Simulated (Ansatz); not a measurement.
# Ru2F: the cost of one run

Computed with Ansatz 0.2.0 (DFT PBE, scalar-relativistic, plane waves, PAW, unless a step's input says otherwise).

## 1. The starting structure

It takes space group Fm-3m (No. 225, cubic). Conventional cell: a = 5.289 Å, b = 5.289 Å, c = 5.289 Å, α = 90.00°, β = 90.00°, γ = 90.00°. Ru (site symmetry -43m) has 4 F at 2.29 Å as nearest neighbours. F (site symmetry m-3m) has 8 Ru at 2.29 Å as nearest neighbours.

Coordinates:

```
Ru F
1.0
     0.00000    2.64471    2.64471
     2.64471    0.00000    2.64471
     2.64471    2.64471    0.00000
Ru F
2 1
Cartesian
  1.3224 1.3224 1.3224
  3.9671 3.9671 3.9671
  2.6447 2.6447 2.6447
```

Recipe of the guess: random cell by space group and Wyckoff sites (Fm-3m, No. 225). Its size is a rough estimate.

## 2. The guess as it stands, on a coarse mesh

Contents of input.yaml:

```yaml
crystal:
  lattice:
    - [0.0, 2.64470787, 2.64470787]
    - [2.64470787, 0.0, 2.64470787]
    - [2.64470787, 2.64470787, 0.0]
  atoms:
    - { symbol: Ru, position: [0.25, 0.25, 0.25], spin: 1.0 }
    - { symbol: Ru, position: [0.75, 0.75, 0.75], spin: -1.0 }
    - { symbol: F, position: [0.5, 0.5, 0.5] }
basis:
  ecutwfc: 420
kpoints:
  mp_grid: { grid: [6, 6, 6] }
hamiltonian:
  xc: pbe
scf:
  occupations: { method: gaussian, width: 0.1 }
  lower_state_search: "off"
output:
  forces: true
  stress: true
  eigenvalues: true
  populations: true
magnetization:
  spin_polarized: true
```

Command:

```bash
ansatz run input.yaml --threads 1 --pin off --max-ram 2560MiB --backend cpu --events-out ev --progress --plain --runs-dir out
```

What time and memory should one allow on 1 thread of Intel Xeon Platinum 8488C (Sapphire Rapids), shared host?

About 5 s, with a peak of 0.35 GiB.
